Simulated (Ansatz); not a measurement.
# BCCD(T)/STO-3G run of NBrO (nitrosyl bromide)

What is the vertical singlet–triplet gap of NBrO (nitrosyl bromide) at BCCD(T)/STO-3G? 

Program for the calculation: Ansatz 0.2.0.

69 further runs of the same task are left out: 10 that didn't finish, 59 set aside as unsound or not needed.

## (1) The system as given

The species is NBrO (3 atoms), meant as a singlet with charge 0. SMILES: `O=NBr`. The coordinates come from a PBE0-D4/def2-TZVP relaxation.

Bond lengths: O1–N2 1.126 Å, N2–Br3 2.117 Å. Angles: O1–N2–Br3 114.9°.

## (2) A single-point energy at BCCD(T)/STO-3G

Input file in.yaml:

```yaml
crystal:
  periodic: [false, false, false]
  atoms:
    - {symbol: O, position_ang: [0.941780, -0.646800, 0.448530]}
    - {symbol: "N", position_ang: [-0.044940, -0.636480, -0.092930]}
    - {symbol: Br, position_ang: [-0.896840, 1.283280, -0.355590]}
basis:
  gaussian: {orbitals: STO-3G}
correlation: {method: bccd_t, frozen_orbitals: {Br: 9, "N": 1, O: 1}}
accuracy: high
scf: {omitted_lower_state_checks: [cluster_reference, increment]}
```

Command:

```
$ ansatz run in.yaml --threads 1 --pin off --max-ram 3480MiB --events-out events.jsonl --progress --plain --runs-dir runs
```

The program printed, cut to the lines that bear on the results:

```text
Warning: RAYON_NUM_THREADS=1 ignored (pool sized by the plan → 1); use --threads N
Functional definition: HF
  name "HF"
[...]
394 factors; integrals over basis functions are off by at most 4.4e-8 eV
[...]
mean field -72712.70360071 eV, -2672.1425708852 hartree, gradient 2.8e-8 eV, S^2 0.000000; 0 other end points of the search recorded, 0 dependent functions left out; unrestricted orbitals would lower it
11 core orbitals not correlated: weight in the atoms' cores, before any rotation towards them, 1.000 or more for the frozen orbitals, at most 0.000 for the correlated occupied ones
reference -72712.70360071 eV, -2672.1425708852 hartree; 14, 14 occupied and 3, 3 virtual orbitals, 394 factors
second order -4.02268279 eV of doubles, -0.00000000 eV of singles
cycle   1  -4.14339076 eV  change   -1.2e-1 eV  update   1.1e-1
[...]
cycle  23  -4.46892496 eV  change    3.2e-9 eV  update   3.0e-9
perturbative correction -0.26503650 eV, -0.0097399118 hartree
Total energy: -72717.43756216 eV, -2672.3165407600 hartree
Checks for a lower state left out: cluster_reference, increment
```

It took 0.67 s on 1 thread of Intel Xeon Platinum 8375C at 2.90GHz (Ice Lake), shared host.

## (3) The triplet

Input file in.yaml:

```yaml
basis:
  gaussian: {orbitals: STO-3G}
crystal:
  periodic: [false, false, false]
  atoms:
    - symbol: O
      position_ang: [0.941780, -0.646800, 0.448530]
    - symbol: N
      position_ang: [-0.044940, -0.636480, -0.092930]
    - symbol: Br
      position_ang: [-0.896840, 1.283280, -0.355590]
magnetization: {spin_polarized: true, initial_magnetization: 2}
correlation: {method: bccd_t, frozen_orbitals: {Br: 9, "N": 1, O: 1}}
accuracy: high
scf: {omitted_lower_state_checks: [cluster_reference, increment]}
```

Command:

```
$ ansatz run in.yaml --threads 1 --pin off --max-ram 3480MiB --events-out events.jsonl --progress --plain --runs-dir runs
```

The program printed, cut to the lines that bear on the results:

```text
Warning: RAYON_NUM_THREADS=1 ignored (pool sized by the plan → 1); use --threads N
Functional definition: HF
  name "HF"
[...]
394 factors; integrals over basis functions are off by at most 4.4e-8 eV
[...]
mean field -72712.48708803 eV, -2672.1346141912 hartree, gradient 2.8e-8 eV, S^2 2.096491; 11 other end points of the search recorded, 0 dependent functions left out
11 core orbitals not correlated: weight in the atoms' cores, before any rotation towards them, 1.000 or more for the frozen orbitals, at most 0.000 for the correlated occupied ones
reference -72712.48708803 eV, -2672.1346141912 hartree; 15, 13 occupied and 2, 4 virtual orbitals, 394 factors
second order -2.56020168 eV of doubles, -0.00000000 eV of singles
cycle   1  -2.83764399 eV  change   -2.8e-1 eV  update   7.8e-2
[...]
cycle  30  -3.13985129 eV  change   4.8e-10 eV  update   2.4e-9
perturbative correction -0.09580066 eV, -0.0035206092 hartree
Total energy: -72715.72273998 eV, -2672.2535222072 hartree
Checks for a lower state left out: cluster_reference, increment
```

It took 2.9 s on 1 thread of Intel Xeon Platinum 8375C at 2.90GHz (Ice Lake), shared host.

## (4) What came out

At BCCD(T)/STO-3G, 11 core orbitals frozen:

| quantity | value |
| --- | --- |
| singlet: total energy | -2672.31654 Eh |
| singlet: correlation energy (11 core orbitals frozen) | -174.0 mEh |
| singlet: (T) correction | -9.74 mEh |
| triplet: total energy | -2672.25352 Eh |
| triplet: correlation energy (11 core orbitals frozen) | -118.9 mEh |
| triplet: (T) correction | -3.52 mEh |
| triplet: ⟨S²⟩ of the reference determinant | 2.096 |
| vertical energy of the triplet above the singlet | 1.715 eV |

**Reading.** At this shape the triplet lies 1.71 eV (165 kJ/mol) above the singlet. In a minimal basis such a difference can be off by several eV, whatever the method. The restricted solution (singlet) is unstable to spin breaking: an unrestricted one lies lower. The triples (singlet) make up 5.6 % of the correlation energy. The triples (triplet) make up 3.0 % of the correlation energy.
